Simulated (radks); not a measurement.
# Ionisation of F: one atom, several choices of functional

The task here is to estimate one member of a computed series from the others.

Method: non-relativistic Kohn-Sham, spin-polarised, spherical densities, point nucleus; open shells are filled with parallel spins first. Code: radks (a radial shooting solver on a logarithmic mesh, Libxc functionals) version 1.

**The system**

| Quantity | Value |
| --- | --- |
| element | fluorine (Z = 9) |
| charge | 0 |
| electrons | 9 |
| configuration | [He] 2s2 2p5 |
| ion | F⁺, [He] 2s2 2p4 |
| choices | LDA (Slater exchange, Perdew-Wang correlation); Tao-Mo meta-GGA; exchange-only B88; TPSS; revTPSS; OLYP; PBE |

The outer shells:

F
```
[He] core
2s [↑↓]
2p [↑↓][↑↓][↑ ]
```

F⁺
```
[He] core
2s [↑↓]
2p [↑↓][↑ ][↑ ]
```

Set-up of the first run:

The run's settings:

```text
Z 9
configuration [He] 2s2 2p5
relativity non-relativistic
functional lda,pw
spin polarised
nucleus point
```

Steps of the session up to this table: LDA (Slater exchange, Perdew-Wang correlation): F; LDA (Slater exchange, Perdew-Wang correlation): F⁺; Tao-Mo meta-GGA: F; Tao-Mo meta-GGA: F⁺; exchange-only B88: F; exchange-only B88: F⁺; TPSS: F; TPSS: F⁺; revTPSS: F; revTPSS: F⁺; OLYP: F; OLYP: F⁺; PBE: F; PBE: F⁺.

One of the session's tables, all rows but one given; the rest of the session is left out.

| functional | E(F) (hartree) | Δ-SCF (eV) | −ε(HOMO) (eV) | <r> HOMO (bohr) |
| --- | --- | --- | --- | --- |
| LDA (Slater exchange, Perdew-Wang correlation) | -99.11120 | 18.060 | 10.446 | 1.127 |
| Tao-Mo meta-GGA | -99.70883 | 17.646 | 10.088 | 1.127 |
| exchange-only B88 | ? | ? | ? | ? |
| TPSS | -99.76026 | 17.791 | 10.242 | 1.126 |
| revTPSS | -99.71771 | 17.709 | 10.182 | 1.127 |
| OLYP | -99.74021 | 17.618 | 10.072 | 1.134 |
| PBE | -99.66566 | 17.846 | 10.235 | 1.127 |

Q: Estimate the row for exchange-only B88 from the others.

As computed: E(F) (hartree): -99.43264; Δ-SCF (eV): 16.646; −ε(HOMO) (eV): 9.182; <r> HOMO (bohr): 1.139. In the column «E(F) (hartree)» it lies between PBE (-99.66566) and LDA (Slater exchange, Perdew-Wang correlation) (-99.11120).

**Reading.** The NIST Atomic Spectra Database lists 17.423 eV (measured). The smallest miss is that of OLYP (+0.20 eV), the largest that of exchange-only B88 (-0.78 eV). The ionisation energies span 1.41 eV, the total energies of F 17.7 eV: most of the change in the total cancels in the difference. Open shells are spherical and high-spin; term and fine-structure splittings are not resolved.

**Measured values.**

From NIST Atomic Spectra Database: ionisation energy of F 17.4228 eV.
